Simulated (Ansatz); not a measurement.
**HSE06/def2-SVP run of CH5AsSi (SMILES C1[SiH2][AsH]1)**

Aim: the energy change on altering one bond length of CH5AsSi at HSE06/def2-SVP, from 2 runs. 

Program for the calculation: Ansatz 0.2.0.

78 further runs of the same task are left out: 78 set aside as unsound or not needed.

## Step 1: The molecule

The species is CH5AsSi (8 atoms), meant as a singlet with charge 0. As SMILES, `C1[SiH2][AsH]1`. The coordinates come from a PBE0-D4/def2-TZVP relaxation.

Bond lengths: C1–Si2 1.843 Å, C1–As3 2.046 Å, Si2–As3 2.317 Å, C1–H4 1.084 Å, C1–H5 1.086 Å, Si2–H6 1.480 Å, Si2–H7 1.479 Å, As3–H8 1.526 Å. Some angles: C1–Si2–As3 57.6°, Si2–C1–As3 72.9°, C1–As3–Si2 49.5°, C1–Si2–H6 117.5°, C1–Si2–H7 118.2°, As3–Si2–H6 118.8°, As3–Si2–H7 119.8°, Si2–C1–H4 121.0°, Si2–C1–H5 118.1°, As3–C1–H4 114.8°.

## Step 2: The energy at HSE06/def2-SVP

input.yaml

```yaml
crystal:
  periodic: [false, false, false]
  atoms:
    - {symbol: C, position_ang: [-0.770300, 0.017900, -0.576000]}
    - {symbol: Si, position_ang: [0.707800, 0.663100, 0.315700]}
    - {symbol: As, position_ang: [-0.538100, -1.122700, 1.107200]}
    - {symbol: H, position_ang: [-0.667200, -0.524000, -1.509300]}
    - {symbol: H, position_ang: [-1.690700, 0.591800, -0.522300]}
    - {symbol: H, position_ang: [0.581300, 1.973900, 0.990500]}
    - {symbol: H, position_ang: [2.040800, 0.422300, -0.277100]}
    - {symbol: H, position_ang: [0.428400, -2.079400, 0.415600]}
basis:
  gaussian:
    orbitals: def2-SVP
hamiltonian:
  xc: hse06
accuracy: high
output: {orbitals: {seedname: orbitals}}
```

Command:

```console
ansatz run input.yaml --threads 1 --pin off --max-ram 3480MiB --events-out events.jsonl --progress --plain --runs-dir runs
```

Output:

```text
Warning: RAYON_NUM_THREADS=1 ignored (pool sized by the plan → 1); use --threads N
Functional definition: HSE06
  name "HSE06"
  parameter a = 0.25
  parameter omega = 0.11/bohr
  exchange = pbe_x - a*pbe_x_sr(omega) + a*exact_x_sr(omega)
  correlation = pbe_c
1915 factors; integrals over basis functions are off by at most 4.8e-9 eV
96 factors; integrals over basis functions are off by at most 1.1e-9 eV
mean field evaluation 1: about -69808.5130 eV, gradient 4.5e1 eV
mean field evaluation 2: about -69799.3987 eV, gradient 6.7e1 eV
mean field evaluation 4: about -69813.5858 eV, gradient 2.2e0 eV
mean field evaluation 8: about -69813.7447 eV, gradient 2.1e-1 eV
mean field evaluation 16: about -69813.7448 eV, gradient 2.9e-5 eV
mean field -69813.74480936 eV, -2565.6078002883 hartree, gradient 6.4e-8 eV, S^2 0.000000; 0 other end points of the search recorded, 0 dependent functions left out
reference -69813.74481243 eV, -2565.6078004008 hartree; 29, 29 occupied and 60, 60 virtual orbitals, 1915 factors
Total energy: -69813.74481243 eV, -2565.6078004008 hartree
```

Wall time 8.7 s (1 thread of Arm Neoverse V1, shared host); peak memory 0.32 GiB.

## Step 3: The distorted shape at the same level

run.yaml

```yaml
crystal:
  periodic: [false, false, false]
  atoms:
    - {symbol: C, position_ang: [-1.836703, 0.210541, -0.101759]}
    - {symbol: Si, position_ang: [-0.358603, 0.855741, 0.789941]}
    - {symbol: As, position_ang: [-1.604503, -0.930059, 1.581441]}
    - {symbol: H, position_ang: [-1.733603, -0.331359, -1.035059]}
    - {symbol: H, position_ang: [-2.757103, 0.784441, -0.048059]}
    - {symbol: H, position_ang: [-0.485103, 2.166541, 1.464741]}
    - {symbol: H, position_ang: [2.040800, 0.422300, -0.277100]}
    - {symbol: H, position_ang: [-0.638003, -1.886759, 0.889841]}
basis:
  gaussian:
    orbitals: def2-SVP
hamiltonian:
  xc: {name: HSE06}
accuracy: high
output: {orbitals: {seedname: orbitals}}
```

Command:

```console
ansatz run run.yaml --threads 1 --pin off --max-ram 3480MiB --events-out events.jsonl --progress --plain --runs-dir runs
```

Output, cut to the lines that bear on the results:

```text
Warning: RAYON_NUM_THREADS=1 ignored (pool sized by the plan → 1); use --threads N
[... 6 set-up lines as earlier in the session ...]
1893 factors; integrals over basis functions are off by at most 4.2e-9 eV
98 factors; integrals over basis functions are off by at most 1.5e-9 eV
mean field evaluation 1: about -69805.1051 eV, gradient 4.6e1 eV
mean field evaluation 2: about -69793.3163 eV, gradient 7.2e1 eV
mean field evaluation 4: about -69809.6307 eV, gradient 1.0e1 eV
mean field evaluation 8: about -69810.4685 eV, gradient 6.5e-1 eV
mean field evaluation 16: about -69810.4702 eV, gradient 3.0e-4 eV
mean field -69810.47016525 eV, -2565.4874593369 hartree, gradient 3.0e-8 eV, S^2 0.000000; 0 other end points of the search recorded, 0 dependent functions left out
reference -69810.47016847 eV, -2565.4874594551 hartree; 29, 29 occupied and 60, 60 virtual orbitals, 1893 factors
Total energy: -69810.47016847 eV, -2565.4874594551 hartree
```

Wall time 9 s (1 thread of Arm Neoverse V1, shared host); peak memory 0.32 GiB.

## Step 4: Outcome

Level: HSE06/def2-SVP.

| quantity | value |
| --- | --- |
| first shape: total energy | -2565.60780 Eh |
| first shape: HOMO energy | -6.51 eV |
| first shape: LUMO energy | -0.50 eV |
| first shape: HOMO–LUMO gap | 6.02 eV |
| distorted shape: total energy | -2565.48746 Eh |
| distorted shape: HOMO energy | -6.63 eV |
| distorted shape: LUMO energy | -3.36 eV |
| distorted shape: HOMO–LUMO gap | 3.27 eV |
| energy change with the Si2–H7 bond stretched from 1.479 to 2.662 Å | 3.275 eV |

One bond (distorted shape) is far stretched, which a spin-restricted single reference describes badly; a broken-symmetry solution may lie lower. With the Si2–H7 bond stretched from 1.479 to 2.662 Å the energy rises by 3.27 eV (76 kcal/mol). The first shape isn't relaxed at this level, so the change isn't measured from a minimum. A restricted reference can't describe the breaking bond well at this length.
